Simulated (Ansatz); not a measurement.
# NaCu in Ansatz: the effect of functional

Crystal: NaCu.

```
CELL_PARAMETERS angstrom
2.94224 0.00000 0.00000
0.00000 2.94224 0.00000
0.00000 0.00000 4.04091
ATOMIC_POSITIONS crystal
Na 0.00000 0.00000 0.00000
Cu 0.50000 0.50000 0.50000
```

The cell was built by a generator and needn't be a form met in nature.

Alike in all runs:

| Quantity | Value |
| --- | --- |
| Program | Ansatz 0.2.0 |
| Task | band structure |
| Potentials or basis | Ansatz PAW |
| k mesh | 9 × 9 × 7 |
| Occupations | fermi-dirac, width 0.05 eV |
| Spin | no spin polarisation |

```tsv
functional	cutoff	pressure (GPa)
LDA	420 eV (not typed: the program's choice for these potentials)	-1.9
PBEsol	420 eV (not typed: the program's choice for these potentials)	?
RPBE	420 eV (not typed: the program's choice for these potentials)	5.4
revPBE	420 eV (not typed: the program's choice for these potentials)	4.9
BLYP	420 eV (not typed: the program's choice for these potentials)	4.7
r2SCAN	500 eV (not typed: the program's choice for these potentials)	1.3
```

**Question.** What does the run with functional PBEsol give?

**Answer.** Pressure 0.7 GPa.

Caveats: the PAW data sets come from PBE, with cores solved anew for the run's functional, which leaves a small shift of forces and pressure.

Runs at the PBE level aren't shown here.
